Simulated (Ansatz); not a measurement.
**N2H3 (hydrazinyl radical) at UCCSDT(Q)/STO-3G**

Aim: the electronic atomisation energy of N2H3 (hydrazinyl radical) at UCCSDT(Q)/STO-3G, from 3 runs. 

The calculation is run with Ansatz 0.2.0.

34 further runs of the same task are left out: 34 set aside as unsound or not needed.

## Step 1: The structure to begin with

The species is N2H3 (5 atoms), meant as a doublet with charge 0. As SMILES, `[NH]N`. The coordinates come from a GFN2-xTB relaxation. This is one conformer, not always the lowest.

Bond lengths: N1–N2 1.335 Å, N1–H3 1.020 Å, N2–H4 1.011 Å, N2–H5 1.017 Å. Angles: N1–N2–H4 112.8°, N1–N2–H5 121.7°, N2–N1–H3 109.8°, H4–N2–H5 116.1°.

## Step 2: A single-point energy at UCCSDT(Q)/STO-3G

job.yaml

```yaml
basis:
  gaussian:
    orbitals: STO-3G
crystal:
  periodic: [false, false, false]
  atoms:
    - {symbol: N, position_ang: [-0.174970, -0.805480, 0.447260]}
    - {symbol: N, position_ang: [-0.126270, 0.251970, -0.365880]}
    - {symbol: H, position_ang: [0.751750, -0.989150, 0.831090]}
    - {symbol: H, position_ang: [-1.043070, 0.577800, -0.638700]}
    - {symbol: H, position_ang: [0.592550, 0.964850, -0.273770]}
magnetization:
  spin_polarized: true
  initial_magnetization: 1
correlation:
  method: ccsdt_q
  frozen_orbitals: {H: 0, "N": 1}
accuracy: high
scf:
  omitted_lower_state_checks: [cluster_reference, increment]
```

Started as:

```bash
ansatz run job.yaml --threads 1 --pin off --max-ram 2610MiB --events-out events.jsonl --progress --plain --runs-dir runs
```

The log of the run:

```text
Warning: RAYON_NUM_THREADS=1 ignored (pool sized by the plan → 1); use --threads N
Functional definition: HF
  name "HF"
  exchange = exact_x
  correlation = 0
these checks for a lower state are left out or cut short: cluster_reference, increment
209 factors; integrals over basis functions are off by at most 1.2e-8 eV
mean field evaluation 1: about -2968.4034 eV, gradient 1.2e1 eV
mean field evaluation 2: about -2968.5144 eV, gradient 1.2e1 eV
mean field evaluation 4: about -2969.7585 eV, gradient 2.2e0 eV
mean field evaluation 8: about -2969.9148 eV, gradient 5.8e-4 eV
mean field -2969.91284025 eV, -109.1422838001 hartree, gradient 2.0e-8 eV, S^2 0.755266; 0 other end points of the search recorded, 0 dependent functions left out
2 core orbitals not correlated: weight in the atoms' cores, before any rotation towards them, 1.000 or more for the frozen orbitals, at most 0.000 for the correlated occupied ones
reference -2969.91284025 eV, -109.1422838001 hartree; 7, 6 occupied and 4, 5 virtual orbitals, 209 factors
second order -2.07665713 eV of doubles, -0.00000000 eV of singles
cycle   1  -2.54716895 eV  change   -4.7e-1 eV  update   5.8e-2
cycle   2  -2.83673115 eV  change   -2.9e-1 eV  update   2.7e-2
cycle   3  -2.86945526 eV  change   -3.3e-2 eV  update   1.0e-2
cycle   4  -2.87092303 eV  change   -1.5e-3 eV  update   4.5e-3
cycle   5  -2.86875082 eV  change    2.2e-3 eV  update   1.5e-3
cycle   6  -2.86856621 eV  change    1.8e-4 eV  update   6.3e-4
cycle   7  -2.86853900 eV  change    2.7e-5 eV  update   2.9e-4
cycle   8  -2.86856729 eV  change   -2.8e-5 eV  update   1.4e-4
cycle   9  -2.86861837 eV  change   -5.1e-5 eV  update   6.6e-5
cycle  10  -2.86861189 eV  change    6.5e-6 eV  update   2.5e-5
cycle  11  -2.86861469 eV  change   -2.8e-6 eV  update   1.2e-5
cycle  12  -2.86861033 eV  change    4.4e-6 eV  update   5.4e-6
cycle  13  -2.86861073 eV  change   -4.0e-7 eV  update   2.4e-6
cycle  14  -2.86860989 eV  change    8.5e-7 eV  update   1.0e-6
cycle  15  -2.86860904 eV  change    8.5e-7 eV  update   4.6e-7
cycle  16  -2.86860870 eV  change    3.4e-7 eV  update   1.5e-7
cycle  17  -2.86860871 eV  change   -1.5e-8 eV  update   6.6e-8
cycle  18  -2.86860876 eV  change   -4.7e-8 eV  update   3.3e-8
cycle  19  -2.86860879 eV  change   -3.0e-8 eV  update   1.8e-8
cycle  20  -2.86860884 eV  change   -5.0e-8 eV  update   3.9e-8
cycle  21  -2.86860886 eV  change   -2.1e-8 eV  update   1.6e-8
cycle  22  -2.86860886 eV  change   -4.0e-9 eV  update   5.8e-9
cycle  23  -2.86860886 eV  change    1.1e-9 eV  update   2.5e-9
cycle  24  -2.86860886 eV  change    1.1e-9 eV  update   1.0e-9
perturbative correction -0.00202624 eV, -0.0000744631 hartree
Total energy: -2972.78347536 eV, -109.2477776943 hartree
Checks for a lower state left out: cluster_reference, increment
```

It took 0.72 s on 1 thread of Arm Neoverse V1, shared host.

## Step 3: The H atom: a single-point energy at UHF/STO-3G

molecule.yaml

```yaml
crystal:
  periodic: [false, false, false]
  atoms:
    - {symbol: H, position_ang: [0.000000, 0.000000, 0.000000]}
basis:
  gaussian: {orbitals: STO-3G}
magnetization: {spin_polarized: true, initial_magnetization: 1}
hamiltonian: {xc: hf}
accuracy: high
```

Run the same way, it converges to -0.46658 Eh (log not shown).

## Step 4: The N atom

run.yaml

```yaml
crystal:
  periodic: [false, false, false]
  atoms:
    - {symbol: "N", position_ang: [0.000000, 0.000000, 0.000000]}
basis:
  gaussian: {orbitals: STO-3G}
magnetization: {spin_polarized: true, initial_magnetization: 3}
correlation: {method: ccsdt_q, frozen_orbitals: {"N": 1}}
accuracy: high
scf: {omitted_lower_state_checks: [cluster_reference, increment]}
```

Run the same way, it converges to -53.71901 Eh (log not shown).

## Step 5: Results

At UCCSDT(Q)/STO-3G, 2 core orbitals frozen:

```
                                             quantity          value
                               molecule: total energy  -109.24778 Eh
molecule: correlation energy (2 core orbitals frozen)     -105.5 mEh
          molecule: ⟨S²⟩ of the reference determinant          0.755
                              molecule: T1 diagnostic          0.018
                                 H atom: total energy    -0.46658 Eh
                                         H atom: ⟨S²⟩          0.750
                                 N atom: total energy   -53.71901 Eh
   N atom: correlation energy (1 core orbital frozen)        0.0 mEh
            N atom: ⟨S²⟩ of the reference determinant          3.750
                                N atom: T1 diagnostic          0.000
                        electronic atomisation energy      11.157 eV
```

Taking the molecule apart into free atoms costs 11.16 eV (257 kcal/mol), before zero-point energy and without spin-orbit coupling. In a minimal basis such a difference can be off by several eV, whatever the method.
